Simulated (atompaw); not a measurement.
# Yb: the cost of one run

Method: atompaw 4.2.0.5, PBE, scalar-relativistic.

### 1 Settings

Typed settings, in words:

| Property | Result |
| --- | --- |
| element | ytterbium (Yb, Z = 70) |
| type | PAW |
| frozen core | [Kr] 4d10 |
| valence charge | 24 |
| reference configuration | 4f14 5s2 5p6 5d0 6s0 6p0 (charge +2) |
| partial waves | 5s (bound): rc 1.85 bohr; 6s (bound, empty): rc 1.95 bohr; 5p (bound): rc 1.80 bohr; 6p (bound, empty): rc 3.00 bohr; 5d (bound, empty): rc 3.00 bohr; 5d channel at -0.3 Ry: rc 3.00 bohr; 4f (bound): rc 1.00 bohr; 4f channel at -1 Ry: rc 1.00 bohr |
| local potential | troulliermartins scheme with l = 4 at 0 Ry, radius 2.70 bohr |
| core correction | smooth core density matched at 2.45 bohr |
| augmentation charge | sinc compensation charge, radius 2.65 bohr; PAW radius 3.00 bohr; waves and projectors: custom polynom gramschmidtortho |

An earlier all-electron run gives the scale for the radii.

All-electron outer shells of the reference configuration (PBE, scalar-relativistic, ld1.x):

| shell | level (eV) | outermost node (bohr) | outermost maximum (bohr) |
| --- | --- | --- | --- |
| 4p | -352.82 | 0.26 | 0.48 |
| 4d | -192.52 | 0.24 | 0.49 |
| 5s | -69.72 | 0.58 | 1.07 |
| 5p | -42.15 | 0.62 | 1.24 |
| 4f | -17.63 | – | 0.49 |
| 6s | -15.26 | 1.45 | 2.90 |
| 5d | -13.38 | 0.70 | 1.85 |
| 6p | -10.45 | 1.75 | 3.58 |

### 2 Generating the potential

Yb.input reads:

```
Yb 70
GGA-PBE scalarrelativistic loggrid 2001 logderivrange -7 5 301
6 6 5 4 0 0
6 0 0
6 1 0
5 2 0
0 0 0
c
c
c
c
v
v
c
c
c
v
v
c
c
v
v
3
3.00 2.65 2.70 2.45
n
n
y
-0.3
n
y
-1
n
custom polynom gramschmidtortho sinc
4 0 troulliermartins
1.85
1.95
1.80
3.00
3.00
3.00
1.00
1.00
PWSCFOUT
UPFDX 0.0125d0 UPFXMIN -7.d0 UPFZMESH 70.d0
END
```

The run is started by

```bash
$ atompaw < Yb.input > Yb.log
```

**Question.** How long does this run take on 1 thread of Intel Xeon 6975P-C, shared host?

About 16 s.
